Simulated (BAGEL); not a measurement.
# GaH2SBr (SMILES [SH][GaH][Br]) at B3LYP/6-31G(d) (density fitting with qzvpp-jkfit, spherical functions)

What is the energy change on altering one bond length of GaH2SBr at B3LYP/6-31G* (density fitting with qzvpp-jkfit, spherical functions)? 

The calculation is run with BAGEL 1.2.2.

2 further runs of the same task are left out: 1 that didn't finish, 1 set aside as unsound or not needed.

### 1 Starting point

GaH2SBr: 5 atoms, total charge 0, spin state singlet. As SMILES, `[SH][GaH][Br]`. The shape comes from GFN2-xTB, which is rough for such elements, and wasn't checked as a minimum. This is one conformer, not always the lowest.

Bond lengths: S1–Ga2 2.220 Å, Ga2–Br3 2.279 Å, S1–H4 1.333 Å, Ga2–H5 1.561 Å. Angles: S1–Ga2–Br3 120.1°, S1–Ga2–H5 124.8°, Br3–Ga2–H5 115.1°, Ga2–S1–H4 93.4°.

### 2 A single-point energy at B3LYP/6-31G(d) (density fitting with qzvpp-jkfit, spherical functions)

Input file input.json:

```json
{ "bagel": [

{
  "title": "molecule",
  "basis": "6-31gs.json",
  "df_basis": "qzvpp-jkfit",
  "angstrom": "true",
  "geometry": [
    { "atom": "S", "xyz": [   -1.599360,   -0.436790,   -0.485620 ] },
    { "atom": "Ga", "xyz": [    0.473260,   -0.029060,    0.196350 ] },
    { "atom": "Br", "xyz": [    1.765040,   -1.724230,    1.004850 ] },
    { "atom": "H", "xyz": [   -1.797130,    0.816140,   -0.894170 ] },
    { "atom": "H", "xyz": [    1.158200,    1.373940,    0.178590 ] }
  ]
},
{ "title": "ks", "xc_func": "b3lyp" },
{ "title": "print", "file": "orbitals.molden", "orbitals": "true" }

]}
```

The basis set 6-31G* is read from a file made from the Basis Set Exchange's data (not shown).

Run with:

```bash
BAGEL_NUM_THREADS=1 BAGEL input.json > input.out
```

The log of the run:

```text
* using 1 threads per process

  ===============================================================
  ===============================================================

  *** Geometry ***

  { "atom" : "S", "xyz" : [     -3.022352,     -0.825413,     -0.917689 ] },
  { "atom" : "Ga", "xyz" : [      0.894332,     -0.054915,      0.371048 ] },
  { "atom" : "Br", "xyz" : [      3.335442,     -3.258322,      1.898891 ] },
  { "atom" : "H", "xyz" : [     -3.396084,      1.542281,     -1.689736 ] },
  { "atom" : "H", "xyz" : [      2.188681,      2.596370,      0.337486 ] },

  Number of auxiliary basis functions:      696

  Since a DF basis is specified, we compute 2- and 3-index integrals:
    o Being stored without compression. Storage requirement is 0.041 GB

  Number of basis functions:       86
  Number of electrons      :       84

    * METHOD: MOLECULE                             0.61

  *** Kohn-Sham DFT ***

    * Removing 7734 points whose weight is below 1.00e-10
    * Grid points: 66796

  === Nuclear Repulsion ===
   481.4177893980

       - DIIS with orbital gradients will be used.

  === KS iteration (b3lyp / 6-31gs.json) ===
      0      -4777.87657959          0.14742578           0.53
      1      -4380.05775210          0.45223029           0.50
      2      -4591.49278798          0.15718406           0.49
      3      -4426.90584494          0.13966973           0.49
      4      -4777.19522764          0.36853858           0.49
      5      -4826.08033055          0.20921465           0.50
      6      -4838.85620320          0.18915470           0.50
      7      -4839.90486806          0.21832064           0.50
      8      -4549.01229257          0.15498605           0.50
      9      -4426.55900811          0.18157740           0.50
     10      -4876.44045851          0.13027699           0.50
     11      -4877.81874850          0.12074978           0.49
     12      -4880.45998631          0.13021093           0.49
     13      -4880.08782160          0.13128225           0.50
     14      -4767.62441208          0.18741733           0.50
     15      -4892.15414798          0.07405539           0.50
     16      -4883.81845681          0.09753168           0.50
     17      -4897.65143142          0.01840204           0.50
     18      -4897.76365281          0.01440288           0.50
     19      -4897.95051740          0.00527504           0.49
     20      -4897.97399456          0.00090518           0.50
     21      -4897.97439237          0.00029662           0.50
     22      -4897.97443524          0.00006190           0.50
     23      -4897.97443925          0.00002016           0.50
     24      -4897.97443970          0.00000733           0.49
     25      -4897.97443973          0.00000234           0.50
     26      -4897.97443973          0.00000091           0.50
     27      -4897.97443973          0.00000024           0.50
     28      -4897.97443973          0.00000006           0.50
     29      -4897.97443973          0.00000002           0.50
     30      -4897.97443973          0.00000000           0.49
    * SCF iteration converged.

    * Permanent dipole moment:
           (    0.182345,    -0.825525,     0.254155) a.u.

    * METHOD: KS                                  15.70

    * METHOD: PRINT                                0.01

  ===============================================================
```

It took 17 s on 1 thread of Arm Neoverse V2, shared host; peak memory 0.37 GiB.

### 3 The distorted shape at the same level

Input file dft.json:

```json
{ "bagel" : [

{
  "title" : "molecule",
  "basis" : "6-31gs.json",
  "df_basis" : "qzvpp-jkfit",
  "angstrom" : true,
  "geometry" : [
    { "atom" : "S", "xyz" : [      -1.702113,      -0.647265,      -0.482956 ] },
    { "atom" : "Ga", "xyz" : [       0.370507,      -0.239535,       0.199014 ] },
    { "atom" : "Br", "xyz" : [       1.662287,      -1.934705,       1.007514 ] },
    { "atom" : "H", "xyz" : [      -1.899883,       0.605665,      -0.891506 ] },
    { "atom" : "H", "xyz" : [       1.158200,       1.373940,       0.178590 ] }
  ]
},

{
  "title" : "ks",
  "xc_func" : "b3lyp"
},

{
  "title" : "print",
  "file" : "orbitals.molden",
  "orbitals" : true
}

]}
```

The basis set 6-31G* is read from a file made from the Basis Set Exchange's data (not shown).

Run with:

```bash
BAGEL_NUM_THREADS=1 BAGEL dft.json > dft.out
```

The log of the run:

```text
* using 1 threads per process

  ===============================================================
  ===============================================================

  *** Geometry ***

  { "atom" : "S", "xyz" : [     -3.216527,     -1.223154,     -0.912655 ] },
  { "atom" : "Ga", "xyz" : [      0.700157,     -0.452656,      0.376082 ] },
  { "atom" : "Br", "xyz" : [      3.141267,     -3.656063,      1.903926 ] },
  { "atom" : "H", "xyz" : [     -3.590259,      1.144541,     -1.684702 ] },
  { "atom" : "H", "xyz" : [      2.188681,      2.596370,      0.337486 ] },

  Number of auxiliary basis functions:      696

  Since a DF basis is specified, we compute 2- and 3-index integrals:
    o Being stored without compression. Storage requirement is 0.041 GB

  Number of basis functions:       86
  Number of electrons      :       84

    * METHOD: MOLECULE                             0.60

  *** Kohn-Sham DFT ***

    * Removing 7566 points whose weight is below 1.00e-10
    * Grid points: 66964

  === Nuclear Repulsion ===
   479.5960131280

       - DIIS with orbital gradients will be used.

  === KS iteration (b3lyp / 6-31gs.json) ===
      0      -4777.83928937          0.14726833           0.53
      1      -4377.38664233          0.46035127           0.50
      2      -4591.83147301          0.15779079           0.50
      3      -4426.52000003          0.13788249           0.49
      4      -4757.81548924          0.32239273           0.49
      5      -4825.01009588          0.20283644           0.49
      6      -4832.06074358          0.20996316           0.49
      7      -4839.04099040          0.21642332           0.49
      8      -4548.31104965          0.15332649           0.50
      9      -4424.82144402          0.18152288           0.49
     10      -4876.71153802          0.13297203           0.49
     11      -4878.60088319          0.11320655           0.49
     12      -4880.54987699          0.12604363           0.49
     13      -4880.22419978          0.12535853           0.50
     14      -4766.23914013          0.19413397           0.49
     15      -4891.85850817          0.07524881           0.49
     16      -4886.20809278          0.06679511           0.50
     17      -4896.41826677          0.03792325           0.50
     18      -4897.85200815          0.00873717           0.50
     19      -4897.87311851          0.00922310           0.50
     20      -4897.96338032          0.00133975           0.49
     21      -4897.96424023          0.00042239           0.50
     22      -4897.96437359          0.00013685           0.49
     23      -4897.96438039          0.00002876           0.50
     24      -4897.96438091          0.00000934           0.49
     25      -4897.96438096          0.00000308           0.49
     26      -4897.96438097          0.00000118           0.49
     27      -4897.96438097          0.00000039           0.50
     28      -4897.96438097          0.00000014           0.50
     29      -4897.96438097          0.00000004           0.50
     30      -4897.96438097          0.00000003           0.49
     31      -4897.96438097          0.00000000           0.50
    * SCF iteration converged.

    * Permanent dipole moment:
           (    0.253495,    -0.679190,     0.252110) a.u.

    * METHOD: KS                                  16.10

    * METHOD: PRINT                                0.01

  ===============================================================
```

Run time: 17 s. Hardware: 1 thread of Arm Neoverse V2, shared host; peak memory 0.37 GiB.

### 4 What came out

At B3LYP/6-31G* (density fitting with qzvpp-jkfit, spherical functions):

| quantity | value |
| --- | --- |
| first shape: total energy | -4897.97444 Eh |
| first shape: dipole moment | 2.24 D |
| first shape: HOMO energy | -7.66 eV |
| first shape: LUMO energy | -1.77 eV |
| first shape: HOMO–LUMO gap | 5.89 eV |
| distorted shape: total energy | -4897.96438 Eh |
| distorted shape: dipole moment | 1.95 D |
| distorted shape: HOMO energy | -7.74 eV |
| distorted shape: LUMO energy | -1.77 eV |
| distorted shape: HOMO–LUMO gap | 5.97 eV |
| energy change with the Ga2–H5 bond stretched from 1.561 to 1.796 Å | 0.274 eV |

What this shows: With the Ga2–H5 bond stretched from 1.561 to 1.796 Å the energy rises by 0.27 eV (26.4 kJ/mol). The first shape isn't relaxed at this level, so the change isn't measured from a minimum.
